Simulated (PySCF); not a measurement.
# [Bi(SH)4]+: other functionals and bases at one geometry

An exercise on one series of results from a longer session: the logs are not shown, and one member is left open.

Program: PySCF 2.14.0. Level of theory: several levels, as the steps say, no spin–orbit coupling. These are calculated values, not measurements.

2 further runs of the same task are left out: 2 for a known fault of the program.

### Where the work starts

9 atoms, charge 1, spin multiplicity 1.

Bond lengths: Bi1–S2 2.524 Å, Bi1–S4 2.524 Å, Bi1–S6 2.522 Å, Bi1–S8 2.523 Å, S2–H3 1.359 Å, S4–H5 1.360 Å, S6–H7 1.359 Å, S8–H9 1.360 Å. Angles: S2–Bi1–S4 106.2°, S2–Bi1–S6 116.0°, S2–Bi1–S8 106.1°, S4–Bi1–S6 106.5°, S4–Bi1–S8 116.4°, S6–Bi1–S8 106.1°, Bi1–S2–H3 93.0°, Bi1–S4–H5 92.8°, Bi1–S6–H7 93.0°, Bi1–S8–H9 93.2°.

Geometry (Å):

```xyz
9
BiH4S4
Bi    0.1507    0.3588   -0.0092
S     0.0306   -1.3355    1.8577
H    -0.5056   -0.4430    2.7306
S     0.2906   -0.9645   -2.1537
H    -0.5400   -1.9358   -1.6875
S     2.1511    1.8951    0.0171
H     2.9809    0.9420   -0.4837
S    -1.8722    1.8421    0.2637
H    -1.3604    2.8161   -0.5352
```

Formal oxidation states: Bi +5. An earlier session relaxed this geometry at B3LYP, Bi def2-SVP with ECP60, S def2-SVP, H def2-SVP (singlet, point group C1).

At B3LYP on the finer grid: E = -1809.196025 Eh, HOMO -12.07 eV, LUMO -9.29 eV, Mulliken charge on Bi1 +0.69 e, largest force component 0.019 eV/Å. 

Levels to run: BP86; r2SCAN; PBE; M06-L; B3LYP, TZVP; B3LYP, x2c-SVP. Hardware: 2 threads of Intel Xeon 6975P-C (Granite Rapids), shared host.

The first run:

Input file run.py (the lines that set the calculation):

```python
mol = gto.M(atom='''
Bi     0.15066     0.35880    -0.00922
S      0.03059    -1.33551     1.85773
H     -0.50559    -0.44300     2.73064
S      0.29061    -0.96451    -2.15373
H     -0.53996    -1.93584    -1.68746
S      2.15111     1.89515     0.01715
H      2.98089     0.94199    -0.48366
S     -1.87218     1.84214     0.26370
H     -1.36045     2.81615    -0.53515''',
    basis={'Bi': 'def2-SVP', 'S': 'def2-SVP', 'H': 'def2-SVP'},
    ecp={'Bi': 'def2-SVP'},
    charge=1, spin=0)
mf = dft.RKS(mol, xc='B88,P86')
mf.grids.atom_grid = (75, 302)
mf = mf.density_fit()  # fitting sets: Bi def2-universal-JKFIT, S def2-universal-JKFIT, H def2-universal-JKFIT
mf.conv_tol = 1e-08; mf.max_cycle = 55
mf.kernel(dm0)  # dm0: the density of the relaxed state
```

On the command line:

```
> OMP_NUM_THREADS=2 python run.py
```

Among the steps run: BP86; r2SCAN; PBE; M06-L; B3LYP, TZVP; B3LYP, x2c-SVP.

One table of the session follows, with a row left open; its other results are not shown here.

```
               level  HOMO (eV)  gap (eV)  charge on Bi1 (e)  largest force component (eV/Å)
B3LYP (relaxed here)     -12.07      2.78               0.69                            0.02
                BP86     -11.21      1.29               0.63                            0.26
              r2SCAN     -11.49      1.59               0.74                            0.19
                 PBE          ?         ?                  ?                               ?
               M06-L     -11.48      1.54               0.96                            0.17
         B3LYP, TZVP     -12.13      2.82               0.86                            0.34
      B3LYP, x2c-SVP     -12.06      2.75               0.67                            0.08
```

Estimate the missing values for PBE.

The run gave: HOMO (eV): -11.11; gap (eV): 1.30; charge on Bi1 (e): 0.64; largest force component (eV/Å): 0.21. In the column «HOMO (eV)» it is the highest.

In one basis the HOMO–LUMO gap runs from 1.29 eV (BP86) to 2.78 eV (B3LYP). The largest leftover force, 0.34 eV/Å with B3LYP, TZVP, stands at a geometry relaxed at another level. Total energies of different levels can't be compared.
